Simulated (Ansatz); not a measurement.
**C2H7Cl2NSi2: a ladder of functionals and wavefunction methods**

The task here is to estimate one member of a computed series from the others.

Method: functionals in def2-TZVPP, the program's frozen cores in correlated methods; program: Ansatz 0.2.0, Gaussian basis.

Plan: PBE-D4, r2SCAN-D4, PBE0-D4, B3LYP-D4, ωB97X-V, ωB97M-V, B2PLYP; CCSD(T)/def2-TZVPP; MP2/def2-QZVPP; extrapolation to the limit.

### The geometry

All runs share one geometry, relaxed beforehand with PBE0-D4 in a triple-zeta def2 set.

SMILES `C=C[SiH](Cl)N[SiH2]Cl`, 14 atoms, charge 0, spin multiplicity 1.

Atoms are counted from 1 here; the program's logs count them from 0.

Bond lengths: C1–C2 1.330 Å, C1–H8 1.087 Å, C1–H9 1.086 Å, C2–Si3 1.844 Å, C2–H10 1.088 Å, Si3–Cl4 2.061 Å, Si3–N5 1.721 Å, Si3–H11 1.481 Å, N5–Si6 1.713 Å, N5–H12 1.012 Å, Si6–Cl7 2.063 Å, Si6–H13 1.476 Å, Si6–H14 1.479 Å. Angles: C2–C1–H8 121.7°, C2–C1–H9 122.3°, H8–C1–H9 116.0°, C1–C2–Si3 121.0°, C1–C2–H10 119.0°, Si3–C2–H10 120.0°, C2–Si3–Cl4 110.8°, C2–Si3–N5 109.5°, C2–Si3–H11 110.1°, Cl4–Si3–N5 108.2°, Cl4–Si3–H11 105.8°, N5–Si3–H11 112.4°, Si3–N5–Si6 128.0°, Si3–N5–H12 115.9°, Si6–N5–H12 115.1°, N5–Si6–Cl7 112.9°, N5–Si6–H13 110.2°, N5–Si6–H14 108.4° and more.

Set-up of the first run:

The input, in.yaml:

```yaml
crystal:
  periodic: [false, false, false]
  atoms:
    - {symbol: C, position_ang: [-0.748456, 2.208028, -0.368721]}
    - {symbol: C, position_ang: [-0.385069, 1.070639, -0.955649]}
    - {symbol: Si, position_ang: [-1.115478, -0.540963, -0.435954]}
    - {symbol: Cl, position_ang: [-1.883401, -1.554016, -2.058569]}
    - {symbol: N, position_ang: [0.105767, -1.519521, 0.280453]}
    - {symbol: Si, position_ang: [1.643919, -1.032344, 0.854543]}
    - {symbol: Cl, position_ang: [1.546284, -0.017458, 2.648286]}
    - {symbol: H, position_ang: [-1.486717, 2.228532, 0.428424]}
    - {symbol: H, position_ang: [-0.327829, 3.167962, -0.653817]}
    - {symbol: H, position_ang: [0.353957, 1.101348, -1.753375]}
    - {symbol: H, position_ang: [-2.260424, -0.309761, 0.474845]}
    - {symbol: H, position_ang: [-0.177144, -2.452926, 0.548965]}
    - {symbol: H, position_ang: [2.276940, -0.105659, -0.104547]}
    - {symbol: H, position_ang: [2.457632, -2.243875, 1.095106]}
basis:
  gaussian: {orbitals: def2-TZVPP}
hamiltonian: {xc: pbe, dispersion: d4}
output: {forces: true, orbitals: {seedname: orbitals}}
```

On the command line:

```sh
ansatz run in.yaml --threads 2 --pin off --events-out ev --progress --plain --max-ram 32768MiB --backend cuda --devices 0, --max-vram 18GiB
```

Among the steps run: PBE-D4 (GGA); r2SCAN-D4 (meta-GGA); PBE0-D4 (hybrid); B3LYP-D4 (hybrid); ωB97X-V (range-separated); ωB97M-V (range-separated); B2PLYP (double hybrid); CCSD(T) in def2-TZVPP; MP2 in def2-QZVPP.

One table of the session follows, with a row left open; its other results are not shown here.

```
            method  atomisation energy (kJ/mol)
            PBE-D4                       5214.8
         r2SCAN-D4                       5159.8
           PBE0-D4                       5153.1
          B3LYP-D4                       5142.9
           ωB97X-V                       5180.5
           ωB97M-V                       5180.7
            B2PLYP                       5081.8
     HF/def2-TZVPP                       3809.9
    MP2/def2-TZVPP                       5095.9
   CCSD/def2-TZVPP                       4926.4
CCSD(T)/def2-TZVPP                       5005.3
           MP2/CBS                       5249.8
       CCSD(T)/CBS                            ?
```

Q: Estimate the row for CCSD(T)/CBS from the others.

The run gave: atomisation energy (kJ/mol): 5159.3. In the column «atomisation energy (kJ/mol)» it lies between PBE0-D4 (5153.1) and r2SCAN-D4 (5159.8).
